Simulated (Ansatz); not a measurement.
# AlGeF (singlet): from Hartree-Fock to the top rungs, cc-pVDZ

An exercise on one series of results from a longer session: the logs are not shown, and one member is left open.

Program: Ansatz 0.2.0, Gaussian basis. Level of theory: cc-pVDZ, core rule «outside noble gas», up to 20 orbitals frozen. These are calculated values, not measurements.

The runs, in order: UHF; CCSD(T) on RHF; CCSD(T) on UHF; BCCD(T) on RHF; CISD; CCSDT(Q) on RHF; CCSDT(Q) on UHF.

32 further runs of the same task are left out: 6 for a known fault of the program, 1 for a mislabelled method, 15 that didn't finish, 10 set aside as unsound or not needed.

## The system

The geometry is a PBE0/def2-TZVP stationary point (not a proven minimum). No spin-orbit coupling is included. The filled d shell of Ge may be among the frozen orbitals whatever the setting's name suggests; the logs give the count.

3 atoms, charge 0, spin multiplicity 1.

Atoms are counted from 1 here; the program's logs count them from 0.

Bond lengths: Al1–Ge2 2.422 Å, Al1–F3 1.649 Å. Angles: Ge2–Al1–F3 180.0°.

Set-up of the first run:

in.yaml

```yaml
crystal:
  periodic: [false, false, false]
  atoms:
    - {symbol: Al, position_ang: [0.000000, 0.000000, 0.257800]}
    - {symbol: Ge, position_ang: [0.000000, 0.000000, -2.164500]}
    - {symbol: F, position_ang: [0.000000, 0.000000, 1.906700]}
basis:
  gaussian: {orbitals: cc-pVDZ}
magnetization: {spin_polarized: true, initial_magnetization: 0}
hamiltonian: {xc: hf}
output: {orbitals: {seedname: orbitals}}
```

Launch:

```sh
$ ansatz run in.yaml --threads 1 --pin off --events-out ev --progress --plain --max-ram 2393MiB
```

Among the steps run: UHF; CCSD(T) on RHF; CCSD(T) on UHF; BCCD(T) on RHF; CISD; CCSDT(Q) on RHF; CCSDT(Q) on UHF.

One of the session's tables, all rows but one given; the rest of the session is left out.

```
   method  from RCCSDT(Q) (kJ/mol)
      RHF                   +912.7
      UHF                   +819.9
     RMP2                   +113.1
     UMP2                        ?
     CISD                   +139.6
    RCCSD                    +45.0
    UCCSD                     -9.3
 RCCSD(T)                    +19.7
 UCCSD(T)                    -35.5
  BCCD(T)                    +19.3
   RCCSDT                     +8.2
   UCCSDT                    -55.2
RCCSDT(Q)                        0
UCCSDT(Q)                    -63.7
```

Q: Estimate the row for UMP2 from the others.

**Answer.** from RCCSDT(Q) (kJ/mol): +53.4. In the column «from RCCSDT(Q) (kJ/mol)» it lies between RCCSD (+45.0) and RMP2 (+113.1).

The program flags UCCSD(T), RCCSDT(Q), UCCSDT(Q) as in doubt (see the logs), so the zero of the table is itself unsure.

To keep in mind: The determinant is far from a pure spin state, so its energy mixes those of several spin states (harmless only where they are near-degenerate, as at dissociation). The report flags that the cluster equations may have other roots. The program flags UCCSD(T), RCCSDT(Q), UCCSDT(Q) as in doubt, so the zero of the table is itself unsure. Warnings: restricted reference is unstable; spin contamination. Restricted and unrestricted rows rest on different reference determinants; where their highest levels disagree by more than a few hundredths of an eV, they describe different states and don't form one ladder.
